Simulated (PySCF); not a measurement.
# O⁺, O²⁺: ionisation energy in cc-pVDZ

Each state of oxygen is computed at each level; their differences give the ionisation energy. How far do the methods differ?

The numbers are computed with PySCF 2.14.0 (unrestricted determinants in a Gaussian basis, no spin-orbit coupling in the energies), except any that are marked as measured or tabulated.

## 1. The atom as given

| Property | Result |
| --- | --- |
| Element | oxygen (Z = 8) |
| Basis | cc-pVDZ (3s2p1d, 14 functions) |
| Hamiltonian | no relativity, point nucleus |
| State 1 | O⁺: [He] 2s2 2p3, high-spin 4S determinant |
| State 2 | O²⁺: [He] 2s2 2p2, high-spin 3P determinant |
| Methods | UHF, LDA, M06-L, MP2, CCSD(T) |
| Core shells frozen in the correlated runs | valence: 1s2 (for O⁺) |

The outer shells:

O+ [He] 2s2 2p3
```
[He] core
2s [↑↓]
2p [↑ ][↑ ][↑ ]
```

O2+ [He] 2s2 2p2
```
[He] core
2s [↑↓]
2p [↑ ][↑ ][  ]
```

The runs were made by one driver on top of PySCF. The scripts below sum up each run's settings (the driver also hands on starting orbitals that pick excited configurations, and frozen orbitals as a list rather than a count), and the logs come from the driver's own runs. The driver starts from symmetry-adapted Hartree-Fock orbitals, holds the occupation by maximum overlap and uses a logarithmic radial grid for functionals, so a plain start would take other cycles.

The driver's launch:

```bash
$ OMP_NUM_THREADS=1 python atomrun2.py TASK.json OUT
```

The integrals over 14 functions and the set-up took 0.02 s of CPU time.

## 2. O⁺: the ladder of methods

UHF:

The input, input.py:

```python
from pyscf import gto, scf, dft, mp, cc
import basis_set_exchange as bse
mol = gto.M(atom="O 0 0 0", charge=1, spin=3, symmetry="D2h",
            basis=gto.basis.parse(bse.get_basis("cc-pVDZ", elements=["O"], fmt="nwchem", header=False)))
mf = scf.UHF(mol)
mf.irrep_nelec = {'Ag': (2, 2), 'B1u': (1, 0), 'B2u': (1, 0), 'B3u': (1, 0)}
mf.kernel()
```

LDA:

input.py differs from the last one in:

```diff
@@ -4,3 +4,3 @@
             basis=gto.basis.parse(bse.get_basis("cc-pVDZ", elements=["O"], fmt="nwchem", header=False)))
-mf = scf.UHF(mol)
+mf = dft.UKS(mol, xc="LDA,VWN")
 mf.irrep_nelec = {'Ag': (2, 2), 'B1u': (1, 0), 'B2u': (1, 0), 'B3u': (1, 0)}
```

M06-L:

input.py differs from the last one in:

```diff
@@ -4,3 +4,3 @@
             basis=gto.basis.parse(bse.get_basis("cc-pVDZ", elements=["O"], fmt="nwchem", header=False)))
-mf = dft.UKS(mol, xc="LDA,VWN")
+mf = dft.UKS(mol, xc="M06L")
 mf.irrep_nelec = {'Ag': (2, 2), 'B1u': (1, 0), 'B2u': (1, 0), 'B3u': (1, 0)}
```

MP2 (valence):

input.py differs from the last one in:

```diff
@@ -4,4 +4,5 @@
             basis=gto.basis.parse(bse.get_basis("cc-pVDZ", elements=["O"], fmt="nwchem", header=False)))
-mf = dft.UKS(mol, xc="M06L")
+mf = scf.UHF(mol)
 mf.irrep_nelec = {'Ag': (2, 2), 'B1u': (1, 0), 'B2u': (1, 0), 'B3u': (1, 0)}
 mf.kernel()
+mp.UMP2(mf, frozen=1).kernel()
```

CCSD(T) (valence):

input.py differs from the last one in:

```diff
@@ -7,2 +7,3 @@
 mf.kernel()
-mp.UMP2(mf, frozen=1).kernel()
+mycc = cc.CCSD(mf, frozen=1).run()
+mycc.ccsd_t()
```

## 3. O²⁺: the ladder of methods

UHF:

The input, input.py:

```python
from pyscf import gto, scf, dft, mp, cc
import basis_set_exchange as bse
mol = gto.M(atom="O 0 0 0", charge=2, spin=2, symmetry="D2h",
            basis=gto.basis.parse(bse.get_basis("cc-pVDZ", elements=["O"], fmt="nwchem", header=False)))
mf = scf.UHF(mol)
mf.irrep_nelec = {'Ag': (2, 2), 'B1u': (1, 0), 'B2u': (1, 0)}
mf.kernel()
```

LDA:

input.py differs from the last one in:

```diff
@@ -4,3 +4,3 @@
             basis=gto.basis.parse(bse.get_basis("cc-pVDZ", elements=["O"], fmt="nwchem", header=False)))
-mf = scf.UHF(mol)
+mf = dft.UKS(mol, xc="LDA,VWN")
 mf.irrep_nelec = {'Ag': (2, 2), 'B1u': (1, 0), 'B2u': (1, 0)}
```

M06-L:

input.py differs from the last one in:

```diff
@@ -4,3 +4,3 @@
             basis=gto.basis.parse(bse.get_basis("cc-pVDZ", elements=["O"], fmt="nwchem", header=False)))
-mf = dft.UKS(mol, xc="LDA,VWN")
+mf = dft.UKS(mol, xc="M06L")
 mf.irrep_nelec = {'Ag': (2, 2), 'B1u': (1, 0), 'B2u': (1, 0)}
```

MP2 (valence):

input.py differs from the last one in:

```diff
@@ -4,4 +4,5 @@
             basis=gto.basis.parse(bse.get_basis("cc-pVDZ", elements=["O"], fmt="nwchem", header=False)))
-mf = dft.UKS(mol, xc="M06L")
+mf = scf.UHF(mol)
 mf.irrep_nelec = {'Ag': (2, 2), 'B1u': (1, 0), 'B2u': (1, 0)}
 mf.kernel()
+mp.UMP2(mf, frozen=1).kernel()
```

CCSD(T) (valence):

input.py differs from the last one in:

```diff
@@ -7,2 +7,3 @@
 mf.kernel()
-mp.UMP2(mf, frozen=1).kernel()
+mycc = cc.CCSD(mf, frozen=1).run()
+mycc.ccsd_t()
```

Q: Predict the outcome of this session.

As calculated:

| quantity | value |
| --- | --- |
| ionisation energy, O⁺ | UHF 34.598, CCSD(T) (valence) 34.785 eV; reference 35.121 |

Each level's miss and price (over 1 difference):

| method | mean absolute miss against the measured value (with the measured fine structure taken into account where it is known) (eV) | CPU time, both states (s) |
| --- | --- | --- |
| UHF | 0.523 | 0.08 |
| LDA | 0.533 | 0.09 |
| M06-L | 0.325 | 0.22 |
| MP2 (valence) | 0.133 | 0.08 |
| SCS-MP2 (valence) | 0.332 | 0.08 |
| CCSD (valence) | 0.334 |  |
| CCSD(T) (valence) | 0.336 | 0.21 |

What this shows: MP2 (valence) lands nearest to the measured value (off by 0.13 eV); LDA misses by most (0.53 eV). In a finite basis a lower level can come nearest by cancelling errors. Hartree-Fock falls short because the species with more electrons holds more correlation energy, which it lacks. LDA is off by +0.53 eV. All values hold for this basis alone; no basis-set limit was taken.
